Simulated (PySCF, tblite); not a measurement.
# C4H8F2O2: geometry, infrared bands and NMR shifts

Wanted: the infrared bands and NMR shifts of C4H8F2O2 (`COC(OC)C(F)F`), by calculation.

The runs use tblite 0.8.0 and PySCF 2.14.0, with density-fitted response routines of our own; the level of theory stands in each step. All values are computed, except where a source is named. Atoms count from 0, in the outputs and in this text.

## Step 1: The starting structure

16 atoms, charge 0, multiplicity 1; geometry from: force field or distance geometry start.

Bonds of the start (Å): C0–O1 1.43, O1–C2 1.44, C2–O3 1.42, O3–C4 1.41, C2–C5 1.55, C5–F6 1.36, C5–F7 1.37, C0–H8 1.10, C0–H9 1.08, C0–H10 1.10, C2–H11 1.11, C4–H12 1.09, C4–H13 1.10, C4–H14 1.09, C5–H15 1.09.

## Step 2: Relaxing the molecule with GFN2-xTB

The job: settings as JSON, then the geometry in Å.

```
{"job": {"kind": "relax", "xc": "GFN2-xTB", "basis": "xTB"}, "charge": 0, "multiplicity": 1}
C     -1.346400    -0.598200     1.890900
O     -1.024200     0.566500     1.128700
C     -0.300500     0.232900    -0.066900
O      0.914300    -0.431100     0.236000
C      1.630800    -0.869600    -0.896800
C     -0.127200     1.532600    -0.893200
F      0.064900     1.231900    -2.208900
F      0.984900     2.227200    -0.490800
H     -1.948700    -0.284000     2.752300
H     -0.459400    -1.093500     2.270200
H     -1.953000    -1.291700     1.289300
H     -0.950000    -0.446400    -0.650100
H      2.450300    -1.504600    -0.561900
H      2.064500    -0.015000    -1.438800
H      0.986200    -1.442100    -1.569100
H     -0.994200     2.194000    -0.802400
```

Launch:

```bash
$ OMP_NUM_THREADS=1 python probes_run.py task.json out
```

The driver reads the jobs from task.json and runs them one after another.

**Question.** This job is followed by: GFN2-xTB harmonic vibrations, gas phase; GIAO PBE0/pcSseg-1 NMR shielding, non-relativistic, gas phase. Predict these results of the whole session: strongest single infrared mode (GFN2-xTB); zero-point energy (GFN2-xTB); 13C shifts against TMS (PBE0/pcSseg-1, means over atoms taken as alike); 1H shifts against TMS (PBE0/pcSseg-1, means over atoms taken as alike); 17O shifts against H2O (PBE0/pcSseg-1, means over atoms taken as alike); 19F shifts against CFCl3 (PBE0/pcSseg-1, means over atoms taken as alike).

The runs gave:

| quantity | value |
| --- | --- |
| strongest single infrared mode (GFN2-xTB) | 1046 cm⁻¹, 119 km/mol |
| zero-point energy (GFN2-xTB) | 75.8 kcal/mol |
| 13C shifts against TMS (PBE0/pcSseg-1, means over atoms taken as alike) | 123.3, 109.0, 57.3 ppm |
| 1H shifts against TMS (PBE0/pcSseg-1, means over atoms taken as alike) | 5.98, 4.40, 3.64 ppm |
| 17O shifts against H2O (PBE0/pcSseg-1, means over atoms taken as alike) | 56.0 ppm |
| 19F shifts against CFCl3 (PBE0/pcSseg-1, means over atoms taken as alike) | -143.1 ppm |

**Reading.** Over 64 steps the energy fell by 0.135 eV; of the close pairs, O1–C2 changed most, 1.437 to 1.384 Å. All 42 modes are real, so the xTB geometry is a minimum. The strongest single mode, at 1046 cm⁻¹, moves mainly C5. GFN2-xTB is a fitted tight-binding method: band positions and strengths are rough. Its intensities can rank the bands wrongly. The most deshielded hydrogen is H15 (hydrogen on an sp3 CH bonded to 2 F), at 5.98 ppm: its carbon carries F, an electronegative neighbour. At PBE0/pcSseg-1: The widest tensor belongs to F6, F7: span 184 ppm, with a paramagnetic part of -159 ppm.
